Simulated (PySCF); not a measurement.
# C2H6Co (CoMe2): the cost of one run

The runs use PySCF 2.14.0, with density-fitted response routines of our own; the level of theory stands in each step. All values are computed, except where a source is named. Atoms are numbered from 0 throughout.

## Step 1: The starting structure

9 atoms, charge 0, multiplicity 2; geometry from: GFN2-xTB. The atoms were then displaced at random by about 0.03 Å, so the start is not that level's minimum.

Bonds of the start (Å): Co0–C1 1.93, Co0–C5 1.97, C1–H2 1.12, C1–H3 1.19, C1–H4 1.08, C5–H6 1.05, C5–H7 1.12, C5–H8 1.09.

## Step 2: Relaxing the molecule at PBE0-D3(BJ)/def2-SVP

The job: settings as JSON, then the geometry in Å.

```
{"job": {"xc": "PBE0", "basis": "def2-SVP", "d3": "d3bj", "grid": 1, "maxiter": 40, "shake": 0.03, "kind": "geom"}, "charge": 0, "multiplicity": 2}
Co     0.810920    -0.944230     0.004690
C     -0.018220    -0.025670     1.491760
H     -0.593220     0.912000     1.298130
H      0.937320     0.196780     2.164160
H     -0.695970    -0.734460     1.948920
C     -0.012060     0.026190    -1.504300
H     -1.059490     0.021200    -1.516840
H      0.406260    -0.571610    -2.358900
H      0.357200     1.050360    -1.553280
```

Run with:

```bash
> OMP_NUM_THREADS=1 python probes_run.py task.json out
```

One launch serves the whole session: the jobs run in the order shown.

**Question.** How long does this first job take on 1 thread of Arm Neoverse V1, shared host, and how much memory does it need?

About 3.5 min, with a peak of 0.37 GiB.
